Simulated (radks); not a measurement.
# Mo³⁺ in [Kr] 4d3: an all-electron calculation

The task here is to estimate one member of a computed series from the others.

Method: Dirac Kohn-Sham, PBEsol, spin-unpolarised, spherical densities, point nucleus; open shells are shared between the two j in proportion to 2j + 1. Code: radks (a radial shooting solver on a logarithmic mesh, Libxc functionals) version 1.

## What is computed

* element: molybdenum (Z = 42)
* charge: +3
* electrons: 39
* configuration: [Kr] 4d3

Outer shells as boxes (Hund's rule):

Mo³⁺
```
[Kr] core
4d [↑ ][↑ ][↑ ][  ][  ]
```

The first run:

Settings of this run:

```text
Z 42
configuration [Kr] 4d3 5s0 5p0
relativity Dirac
functional pbe_sol,pbe_sol
spin unpolarised
j_filling average
nucleus point
c 137.035999084
```

One of the session's tables, all rows but one given; the rest of the session is left out.

It belongs to the step «Shells». From the orbitals of this run (lengths in bohr):

| level | <r> | outermost maximum (interpolated) | 90 % within | nodes |
| --- | --- | --- | --- | --- |
| 1s1/2 | 0.03518 | 0.0229 | 0.0630 | 0 |
| 2s1/2 | 0.1535 | 0.130 | 0.238 | 1 |
| 2p1/2 | 0.1308 | 0.101 | 0.214 | 0 |
| 2p3/2 | 0.1354 | 0.105 | 0.220 | 0 |
| 3s1/2 | 0.4289 | 0.384 | 0.634 | 2 |
| 3p1/2 | 0.4235 | 0.371 | 0.641 | 1 |
| 3p3/2 | 0.4341 | 0.380 | 0.656 | 1 |
| 3d3/2 | 0.4132 | 0.321 | 0.661 | 0 |
| 3d5/2 | 0.4167 | 0.323 | 0.666 | 0 |
| 4s1/2 | 1.097 | 0.986 | 1.59 | 3 |
| 4p1/2 | 1.193 | 1.05 | 1.76 | 2 |
| 4p3/2 | ? | ? | ? | ? |
| 4d3/2 | 1.599 | 1.31 | 2.47 | 1 |
| 4d5/2 | 1.611 | 1.32 | 2.49 | 1 |
| 5s1/2 | 2.695 | 2.46 | 3.86 | 4 |
| 5p1/2 | 3.092 | 2.82 | 4.44 | 3 |
| 5p3/2 | 3.148 | 2.88 | 4.51 | 3 |

Q: Estimate the row for 4p3/2 from the others.

**Answer.** <r>: 1.221; outermost maximum (interpolated): 1.07; 90 % within: 1.80; nodes: 2. In the column «<r>» it lies between 4p1/2 (1.193) and 4d3/2 (1.599).

Limits of these values: Spin polarisation and multiplet splitting are left out.
